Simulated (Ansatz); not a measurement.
# GeN+ (singlet): wave-function methods side by side at distance Ge1–N2 = 1.548 Å, 6-31G

Aim: climb from Hartree-Fock through coupled cluster and multireference methods for GeN+ (singlet) at one geometry and basis, and see what each rung misses.

Method: 6-31G, core rule «outside noble gas», up to 15 orbitals frozen; program: Ansatz 0.2.0, Gaussian basis.

The runs, in order: UHF; CCSD(T) on RHF; BCCD(T) on RHF; CISD; CCSDT(Q) on RHF; CCSDT(Q) on UHF; CCSDTQ on RHF; CASSCF and MRCISD+Q, 2 electrons in 2 orbitals; CASSCF and NEVPT2, 2 electrons in 2 orbitals; CASSCF and MRCISD+Q, 8 electrons in 8 orbitals; CASSCF and NEVPT4(SD), 8 electrons in 8 orbitals; CASSCF and NEVPT2, 8 electrons in 8 orbitals; Full CI.

37 further runs of the same task are left out: 5 for a known fault of the program, 1 for a mislabelled method, 29 that didn't finish, 2 set aside as unsound or not needed.

## Step 1: What is computed

The geometry derives from a PBE0/def2-TZVP stationary point (not a proven minimum). One bond is set to the value named and the two fragments are kept rigid. No spin-orbit coupling is included. The filled d shell of Ge may be among the frozen orbitals whatever the setting's name suggests; the logs give the count.

2 atoms, charge 1, spin multiplicity 1.

Atoms are counted from 1 here; the program's logs count them from 0.

Bond lengths: Ge1–N2 1.548 Å.

## Step 2: UHF

Contents of in.yaml:

```yaml
crystal:
  periodic: [false, false, false]
  atoms:
    - {symbol: Ge, position_ang: [0.000000, 0.000000, 0.000000]}
    - {symbol: N, position_ang: [0.000000, 0.000000, 1.548000]}
basis:
  gaussian: {orbitals: 6-31G}
total_charge: 1
magnetization: {spin_polarized: true, initial_magnetization: 0}
hamiltonian: {xc: hf}
output: {orbitals: {seedname: orbitals}}
```

Run with:

```console
$ ansatz run in.yaml --threads 1 --pin off --events-out ev --progress --plain --max-ram 2393MiB
```

The runs that follow: CCSD(T) on RHF; BCCD(T) on RHF; CISD; CCSDT(Q) on RHF; CCSDT(Q) on UHF; CCSDTQ on RHF; CASSCF and MRCISD+Q, 2 electrons in 2 orbitals; CASSCF and NEVPT2, 2 electrons in 2 orbitals; CASSCF and MRCISD+Q, 8 electrons in 8 orbitals; CASSCF and NEVPT4(SD), 8 electrons in 8 orbitals; CASSCF and NEVPT2, 8 electrons in 8 orbitals; Full CI.

**Question.** What will the summary of the whole plan be? Wanted: FCI below the RHF energy; RMP2 from FCI; RCCSD from FCI; RCCSD(T) from FCI; RCCSDT(Q) from FCI; NEVPT2 pair from FCI; MRCISD+Q pair from FCI; NEVPT2 valence from FCI; T1 diagnostic.

As calculated:

| quantity | value |
| --- | --- |
| FCI below the RHF energy | -6.0122 eV |
| RMP2 from FCI | +140.1 kJ/mol |
| RCCSD from FCI | +41.3 kJ/mol |
| RCCSD(T) from FCI | +0.2 kJ/mol |
| RCCSDT(Q) from FCI | -4.1 kJ/mol |
| NEVPT2 pair from FCI | +69.6 kJ/mol |
| MRCISD+Q pair from FCI | +7.9 kJ/mol |
| NEVPT2 valence from FCI | +23.9 kJ/mol |
| levels within 1 kcal/mol (43 meV) | RCCSD(T), RCCSDT(Q), RCCSDTQ, MRCISD+Q valence |
| T1 diagnostic | 0.105 |
| effectively unpaired electrons | 0.57 |

What this shows: RCCSD(T) misses by +0.2 kJ/mol, 0.0 % of the correlation energy. RCCSDT(Q) falls below full CI, which methods that aren't variational can do. The occupations show some static correlation. Of the multireference levels listed MRCISD+Q valence comes nearest in total energy (+2.8 kJ/mol), which doesn't show that its space is the better one. These misses are within one basis, not against nature.
